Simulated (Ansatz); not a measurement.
Predict the output of the script below (the Ansatz DFT code, driven from Python).

`md_b3h3o.py`:
```python
"""A short Born-Oppenheimer trajectory of B3H3O."""

import ansatz as az
import numpy as np


def main() -> None:
    molecule = (
        az.Crystal.molecule()
        .atom("B", [-0.961, 0.8876, -0.4312])
        .atom("B", [-0.2521, -0.4399, 0.0905])
        .atom("B", [1.1768, -1.0322, 0.719])
        .atom("O", [0.3503, -1.7571, -0.1002])
        .atom("H", [-1.8239, 0.8531, -1.3108])
        .atom("H", [-0.7309, 1.9975, 0.0207])
        .atom("H", [2.3019, -0.5771, 0.9663])
    )

    base = (
        molecule.calculation()
        .basis(gaussian="6-31G")
        .functional("BLYP")
        .md("nve", timestep=0.5, steps=40, temperature=300, initial_velocities="maxwell_boltzmann", seed=28)
    )
    frames = []
    done = base.session().plan().execute(on_event=lambda e: frames.append(e["data"]) if e["event"] == "md_step" else None)
    print("t (fs)   E_pot (eV)      E_kin (eV)   T (K)   d(0-1) (A)")
    for f in frames[::1]:
        xyz = np.array(f["positions_ang"])
        print(f"{f['time_fs']:6.2f} {f['lagrangian_ev']:14.5f} {f['e_kin_ev']:10.5f} {f['temperature_k']:8.1f} {np.linalg.norm(xyz[0] - xyz[1]):9.4f}")
    kept = np.array([f["conserved_ev"] for f in frames])
    print(f"conserved energy moves by at most {1000 * np.ptp(kept):.3f} meV")
    symbols = [site.symbol for site in molecule.cartesian_sites]
    with open("last_frame.xyz", "w") as handle:
        handle.write(f"{len(symbols)}\nt = {frames[-1]['time_fs']} fs\n")
        handle.writelines("{:2s} {:10.5f} {:10.5f} {:10.5f}\n".format(s, *xyz) for s, xyz in zip(symbols, frames[-1]["positions_ang"]))


if __name__ == "__main__":
    main()
```

Output of `python md_b3h3o.py`:
```text
t (fs)   E_pot (eV)      E_kin (eV)   T (K)   d(0-1) (A)
  0.00    -4119.12268    0.19389    300.0    1.5928
  0.50    -4119.12686    0.19791    306.2    1.5971
  1.00    -4119.14281    0.21373    330.7    1.6027
  1.50    -4119.16858    0.23942    370.5    1.6095
  2.00    -4119.20330    0.27417    424.2    1.6174
  2.50    -4119.24761    0.31859    492.9    1.6263
  3.00    -4119.30334    0.37444    579.4    1.6360
  3.50    -4119.37239    0.44352    686.2    1.6463
  4.00    -4119.45520    0.52620    814.2    1.6573
  4.50    -4119.54968    0.62040    959.9    1.6686
  5.00    -4119.65123    0.72157   1116.5    1.6803
  5.50    -4119.75371    0.82367   1274.4    1.6923
  6.00    -4119.85072    0.92033   1424.0    1.7044
  6.50    -4119.93642    1.00572   1556.1    1.7167
  7.00    -4120.00578    1.07482   1663.0    1.7290
  7.50    -4120.05478    1.12363   1738.6    1.7413
  8.00    -4120.08078    1.14955   1778.7    1.7536
  8.50    -4120.08307    1.15190   1782.3    1.7657
  9.00    -4120.06323    1.13226   1751.9    1.7776
  9.50    -4120.02511    1.09446   1693.4    1.7892
 10.00    -4119.97428    1.04402   1615.4    1.8005
 10.50    -4119.91721    0.98733   1527.7    1.8112
 11.00    -4119.86023    0.93067   1440.0    1.8214
 11.50    -4119.80869    0.87935   1360.6    1.8308
 12.00    -4119.76626    0.83701   1295.1    1.8396
 12.50    -4119.73448    0.80518   1245.8    1.8474
 13.00    -4119.71272    0.78326   1211.9    1.8544
 13.50    -4119.69844    0.76874   1189.4    1.8604
 14.00    -4119.68789    0.75792   1172.7    1.8653
 14.50    -4119.67708    0.74692   1155.7    1.8691
 15.00    -4119.66292    0.73267   1133.6    1.8718
 15.50    -4119.64399    0.71379   1104.4    1.8733
 16.00    -4119.62081    0.69075   1068.8    1.8736
 16.50    -4119.59529    0.66541   1029.6    1.8727
 17.00    -4119.56991    0.64021    990.6    1.8707
 17.50    -4119.54711    0.61758    955.6    1.8677
 18.00    -4119.52917    0.59980    928.1    1.8637
 18.50    -4119.51822    0.58898    911.3    1.8589
 19.00    -4119.51582    0.58662    907.7    1.8535
 19.50    -4119.52211    0.59281    917.2    1.8476
 20.00    -4119.53525    0.60574    937.2    1.8413
conserved energy moves by at most 2.443 meV
```

`last_frame.xyz`, as written:
```text
7
t = 20.0 fs
B    -1.16671    0.96772   -0.49290
B    -0.08708   -0.40361    0.09383
B     1.31540   -0.92247    0.80093
O     0.32349   -1.85078   -0.13322
H    -2.09314    1.09561   -1.26801
H    -0.71219    1.97973   -0.08105
H     1.92800   -1.74004    1.29668
```

What to keep in mind:
- Total energies depend on the basis set; only differences at equal settings carry meaning.
- The trajectory is only some femtoseconds long, so its temperature is not equilibrated; where the script doesn't relax first, it starts from a rough generated geometry.
- The temperature counts the internal degrees of freedom alone.
- Hardware and time: 50 s on 1 thread of Arm Neoverse V1, on a shared host, peak memory 0.16 GiB.
